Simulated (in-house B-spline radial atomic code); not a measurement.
# La⁹⁺: ionisation energy by several methods

One table from this session's results is given with a row withheld; the runs are named, their logs left out.

The numbers are computed with in-house B-spline radial atomic code version 1 (scalar-relativistic (X2C), several functionals, spin-polarised; spherical all-electron atom at the radial basis limit), except any that are marked as measured or tabulated.

## The system

* element: lanthanum (Z = 57)
* charge: +9
* electrons: 48
* configuration: [Kr] 4d10 5s2
* nucleus: Fermi, rms radius 4.855 fm

The outer shells:

[Kr] 4d10 5s2
```
[Kr] core
4d [↑↓][↑↓][↑↓][↑↓][↑↓]
5s [↑↓]
```

Where spins are not typed, each open shell is filled with up spins first.

Set-up of the first run:

Settings, as recorded:

```ini
Z = 57
electrons = 48.0
configuration = [Kr] 4d10 5s2
hamiltonian = x2c
method = pbe,pbe
spin_polarised = True
nucleus = fermi
rms_radius = 4.855
mass_number = 139
atomic_mass = 138.906362927
speed_of_light = 137.035999084
```

Steps of the session up to this table: PBE; LDA (PW92); B97-1; OLYP; exchange-only LDA; SCAN.

One table of the session follows, with a row left open; its other results are not shown here.

```
           method  ΔSCF (eV)
       LDA (PW92)          ?
exchange-only LDA     151.90
              PBE     153.15
             OLYP     152.77
             SCAN     152.08
            B97-1     152.89
```

Q: Estimate the row for LDA (PW92) from the others.

The run gave: ΔSCF (eV): 153.76. In the column «ΔSCF (eV)» it is the highest.

To keep in mind: Meta-GGA runs start from a PBE run whose iterations are not counted.
